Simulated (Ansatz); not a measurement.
Crystal: HPbNO4.

```
CELL_PARAMETERS angstrom
4.19923 0.11117 0.16817
1.91600 3.89132 0.12568
1.76085 1.25259 6.37266
ATOMIC_POSITIONS crystal
H 0.89145 0.68202 0.62796
Pb 0.14426 0.92872 0.88352
N 0.25670 0.28861 0.30171
O 0.83108 0.65056 0.78405
O 0.38694 0.22380 0.11295
O 0.31104 0.03576 0.45856
O 0.07726 0.60633 0.32275
```

The cell was built by a generator and needn't be a form met in nature.

| Property | Result |
| --- | --- |
| Program | Ansatz 0.2.0 |
| Task | relaxation of cell and atoms |
| Functional | r2SCAN |
| Dispersion | D4 |
| Potentials or basis | Ansatz PAW |
| Cutoff | 500 eV (not typed: the program's choice for these potentials) |
| k mesh | 5 × 5 × 3 |
| Occupations | fermi-dirac, width 0.05 eV |
| Spin | no spin polarisation |

At the start: volume 14.48 Å³/atom.

**Question.** Where does the relaxation end?

**Answer.** It ends after 32 steps and the volume is 12.95 Å³/atom (-10.6 %); space group P1 (No. 1, to 0.05 Å).

Step by step:
| step | energy change (eV) | largest force (eV/Å) | volume (Å³) |
| --- | --- | --- | --- |
| 1 | 0.0000 | 0.6780 | 101.39 |
| 2 | -0.0047 | 0.4683 | 91.07 |
| 3 | -0.0575 | 0.1115 | 95.97 |
| 4 | -0.0590 | 0.0753 | 95.65 |
| 5 | -0.0597 | 0.0254 | 95.34 |
| 6 | -0.0599 | 0.0137 | 95.31 |
| 7 | -0.0601 | 0.0162 | 95.28 |
| 8 | -0.0602 | 0.0345 | 95.30 |
| 9 | -0.0603 | 0.0510 | 95.28 |
| 10 | -0.0605 | 0.0418 | 95.28 |
| 11 | -0.0606 | 0.1051 | 95.11 |
| 12 | -0.0615 | 0.0513 | 95.13 |
| 13 | -0.0622 | 0.0658 | 94.96 |
| 14 | -0.0629 | 0.1748 | 94.82 |
| 15 | -0.0637 | 0.3128 | 94.58 |
| 16 | -0.0648 | 0.2392 | 94.44 |
| 17 | -0.0671 | 0.3840 | 94.00 |
| 18 | -0.0691 | 0.1771 | 93.94 |
| 19 | -0.0761 | 0.0923 | 93.22 |
| 20 | -0.0793 | 0.0557 | 92.18 |
| 21 | -0.0820 | 0.1487 | 90.85 |
| 22 | -0.0829 | 0.1768 | 90.74 |
| 23 | -0.0837 | 0.0516 | 90.92 |
| 24 | -0.0845 | 0.0316 | 90.69 |
| 25 | -0.0853 | 0.0592 | 90.38 |
| 26 | -0.0855 | 0.0651 | 90.36 |
| 27 | -0.0856 | 0.0496 | 90.40 |
| 28 | -0.0857 | 0.0346 | 90.47 |
| 29 | -0.0856 | 0.0533 | 90.61 |
| 30 | -0.0857 | 0.0261 | 90.63 |
| 31 | -0.0857 | 0.0049 | 90.63 |
| 32 | -0.0808 | 0.0059 | 90.63 |

Final structure:
```
CELL_PARAMETERS angstrom
3.75482 -0.25925 0.03150
1.37142 3.73818 0.08847
1.26110 1.14330 6.33258
ATOMIC_POSITIONS crystal
H 0.85703 0.65307 0.61030
Pb 0.17321 0.91057 0.87911
N 0.25962 0.31020 0.31146
O 0.82104 0.61098 0.76521
O 0.43339 0.27079 0.13065
O 0.36104 0.08385 0.47181
O 0.99340 0.57634 0.32296
```

Caveat: the plane-wave basis is chosen anew once the cell has moved, so the energies of steps on either side of that aren't comparable; the PAW data sets come from PBE, with cores solved anew for the run's functional, which leaves a small shift of forces and pressure.
